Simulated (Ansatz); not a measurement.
# BGeH₄ (quartet): the correlation ladder, cc-pVDZ

One table from this session's results is given with a row withheld; the runs are named, their logs left out.

Program: Ansatz 0.2.0, Gaussian basis. Level of theory: cc-pVDZ, core rule «outside noble gas», up to 15 orbitals frozen. These are calculated values, not measurements.

Plan: UHF; CCSD(T) on ROHF; CCSD(T) on UHF; BCCD(T) on ROHF; CISD; CCSDT(Q) on ROHF; CCSDT(Q) on UHF.

10 further runs of the same task are left out: 5 that didn't finish, 5 set aside as unsound or not needed.

## The system

The geometry is a PBE0/def2-TZVP stationary point (not a proven minimum) of the parent state, kept for this charge and spin. No spin-orbit coupling is included. The filled d shell of Ge may be among the frozen orbitals whatever the setting's name suggests; the logs give the count.

6 atoms, charge 0, spin multiplicity 4.

Atoms are counted from 1 here; the program's logs count them from 0.

Bond lengths: Ge1–B2 1.974 Å, Ge1–H3 1.536 Å, Ge1–H4 1.536 Å, B2–H5 1.193 Å, B2–H6 1.193 Å. Angles: B2–Ge1–H3 125.2°, B2–Ge1–H4 125.2°, H3–Ge1–H4 109.7°, Ge1–B2–H5 119.1°, Ge1–B2–H6 119.1°, H5–B2–H6 121.9°.

The first run:

Input file in.yaml:

```yaml
crystal:
  periodic: [false, false, false]
  atoms:
    - {symbol: Ge, position_ang: [0.000000, 0.000000, 0.282333]}
    - {symbol: B, position_ang: [0.000000, 0.000000, -1.691224]}
    - {symbol: H, position_ang: [0.000000, 1.255258, 1.166980]}
    - {symbol: H, position_ang: [0.000000, -1.255258, 1.166980]}
    - {symbol: H, position_ang: [0.000000, 1.042369, -2.270633]}
    - {symbol: H, position_ang: [0.000000, -1.042369, -2.270633]}
basis:
  gaussian: {orbitals: cc-pVDZ}
magnetization: {spin_polarized: true, initial_magnetization: 3}
hamiltonian: {xc: hf}
output: {orbitals: {seedname: orbitals}}
```

The run is started by

```console
> ansatz run in.yaml --threads 1 --pin off --events-out ev --progress --plain --max-ram 2393MiB
```

Among the steps run: UHF; CCSD(T) on ROHF; CCSD(T) on UHF; BCCD(T) on ROHF; CISD; CCSDT(Q) on ROHF; CCSDT(Q) on UHF.

One table of the session follows, with a row left open; its other results are not shown here.

```
   method  from UCCSDT(Q) (kJ/mol)
     ROHF                   +559.7
      UHF                   +546.2
     RMP2                   +126.6
     UMP2                   +125.7
     CISD                    +57.0
    RCCSD                        ?
    UCCSD                    +17.1
 RCCSD(T)                     +4.6
 UCCSD(T)                     +3.7
  BCCD(T)                     +4.5
   RCCSDT                     +1.3
   UCCSDT                     +0.5
RCCSDT(Q)                     +0.9
UCCSDT(Q)                        0
```

Estimate the missing values for RCCSD.

**Answer.** from UCCSDT(Q) (kJ/mol): +18.2. In the column «from UCCSDT(Q) (kJ/mol)» it lies between UCCSD (+17.1) and CISD (+57.0).

Caveats from the session: Restricted and unrestricted rows rest on different reference determinants; where their highest levels disagree by more than a few hundredths of an eV, they describe different states and don't form one ladder.
